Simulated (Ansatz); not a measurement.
# Si: the cost of one run

Program: Ansatz 0.2.0. Level of theory: DFT HSE06, scalar-relativistic, plane waves, PAW. These are calculated values, not measurements.

2 further runs of the same task are left out: 1 that didn't finish, 1 set aside as unsound or not needed.

### 1 Starting point

It takes space group Fd-3m (No. 227, cubic). The conventional cell has a = 5.444 Å, b = 5.444 Å, c = 5.444 Å, α = 90.00°, β = 90.00°, γ = 90.00°. Si (site symmetry -43m) has 4 Si at 2.36 Å as nearest neighbours.

As a file:

```cif
data_structure
_symmetry_space_group_name_H-M 'P 1'
_symmetry_Int_Tables_number 1
_cell_length_a 3.8493
_cell_length_b 3.8493
_cell_length_c 3.8493
_cell_angle_alpha 60.000
_cell_angle_beta 60.000
_cell_angle_gamma 60.000
_cell_volume 40.33
loop_
_atom_site_label
_atom_site_type_symbol
_atom_site_fract_x
_atom_site_fract_y
_atom_site_fract_z
_atom_site_occupancy
Si1 Si 0.75000 0.75000 0.75000 1
Si2 Si 0.50000 0.50000 0.50000 1
```

Source of the structure: the Materials Project (structure only).

(A quick probe on a coarse mesh, which set the mesh and smearing, is not shown.)

### 3 Full relaxation

File input.yaml:

```yaml
crystal:
  lattice:
    - [0.0, 2.72185119, 2.72185119]
    - [2.72185119, 0.0, 2.72185119]
    - [2.72185119, 2.72185119, 0.0]
  atoms:
    - { symbol: Si, position: [0.75, 0.75, 0.75] }
    - { symbol: Si, position: [0.5, 0.5, 0.5] }
basis:
  ecutwfc: 420
kpoints:
  mp_grid: { grid: [8, 8, 8] }
hamiltonian:
  xc: hse06
scf:
  occupations: { method: gaussian, width: 0.02 }
output:
  forces: true
  stress: true
  eigenvalues: true
relax:
  adjacent_minimum: "off"
  f_tol: 0.005
  max_steps: 80
  cell: { stress_tol: 0.05 }
```

Command:

```bash
$ ansatz run input.yaml --threads 8 --pin off --max-ram 20480MiB --backend cpu --events-out ev --progress --plain --runs-dir out
```

What time and memory should one allow on 8 threads of AMD EPYC 7R43 (Zen 3), shared host?

About 17 s, with a peak of 1.4 GiB.
